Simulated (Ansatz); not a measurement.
**Sn: response to strain**

Sn is deformed so: zz strain of -1 %. What stress and forces result, by LAPW, PAW and all-electron datasets made for the crystal?

Method: DFT PBEsol, scalar-relativistic, in Ansatz 0.2.0.

### Step 1. The starting structure

Symmetry: I4/mmm, No. 139, tetragonal system. The conventional cell has a = 3.182 Å, b = 3.182 Å, c = 5.831 Å, α = 90.00°, β = 90.00°, γ = 90.00°. Sn (site symmetry 4/mmm) has 4 Sn at 3.18 Å as nearest neighbours.

As a file:

```
Sn
1.0
    -1.59075    1.59075    2.91565
     1.59075   -1.59075    2.91565
     1.59075    1.59075   -2.91565
Sn
1
Direct
  0.00000 0.00000 0.00000
```

### Step 2. The deformed structure

Space group I4/mmm before, I4/mmm after.

### Step 3. All-electron LAPW

input.yaml

```yaml
crystal:
  lattice:
    - [-1.59075, 1.59075, 2.8864935]
    - [1.59075, -1.59075, 2.8864935]
    - [1.59075, 1.59075, -2.8864935]
  atoms:
    - { symbol: Sn, position: [0.0, 0.0, 0.0] }
kpoints:
  mp_grid: { grid: [18, 18, 18] }
  band_path:
    path:
      - [0.0, 0.0, 0.0]
      - [0.0, 0.0, 0.5]
      - [0.25, 0.25, 0.25]
      - [0.0, 0.5, 0.0]
      - [0.0, 0.0, 0.0]
      - [0.5, 0.5, -0.5]
      - [0.3259281301, 0.6740718699, -0.3259281301]
      - [-0.3259281301, 0.3259281301, 0.3259281301]
      - [0.0, 0.0, 0.0]
    npoints: 5
scf:
  occupations: { method: fermi_dirac, width: 0.03 }
hamiltonian:
  xc: pbesol
  pseudopotentials: { kind: all_electron, lapw: { basis_error: 0.001 } }
output:
  forces: true
  stress: true
  eigenvalues: true
```

Run with:

```bash
ansatz run input.yaml --threads 1 --pin off --max-ram 3072MiB --backend cpu --events-out ev --progress --plain --runs-dir out
```

### Step 4. Frozen-core PAW

input.yaml

```yaml
crystal:
  lattice:
    - [-1.59075, 1.59075, 2.8864935]
    - [1.59075, -1.59075, 2.8864935]
    - [1.59075, 1.59075, -2.8864935]
  atoms:
    - { symbol: Sn, position: [0.0, 0.0, 0.0] }
kpoints:
  mp_grid: { grid: [18, 18, 18] }
scf:
  occupations: { method: fermi_dirac, width: 0.03 }
hamiltonian:
  xc: pbesol
  pseudopotentials: { kind: paw }
output:
  forces: true
  stress: true
  eigenvalues: true
  efg: { contact_densities: true }
```

### Step 5. Datasets made for this crystal

input.yaml, as its differences from that of step 4:

```diff
@@ -13,3 +13,3 @@
   xc: pbesol
-  pseudopotentials: { kind: paw }
+  pseudopotentials: { kind: all_electron, datasets: crystal }
 output:
```

(Steps that only read results are left out.)

Q: Predict the outcome of this session. Wanted: pressure; largest shear or deviatoric stress.

**Answer**, as computed:

| quantity | value |
| --- | --- |
| pressure | LAPW -3.82, PAW -3.83, crystal datasets -3.82 GPa |
| largest shear or deviatoric stress (LAPW) | 1.47 GPa |

In words: The largest part of the stress beyond the pressure is 1.47 GPa in size, in the zz component. No run of the undeformed cell stands beside it, so the pressure holds what the given cell had before the change. PAW: stress within 0.01 GPa of LAPW. Crystal datasets: stress within 0.01 GPa of LAPW.
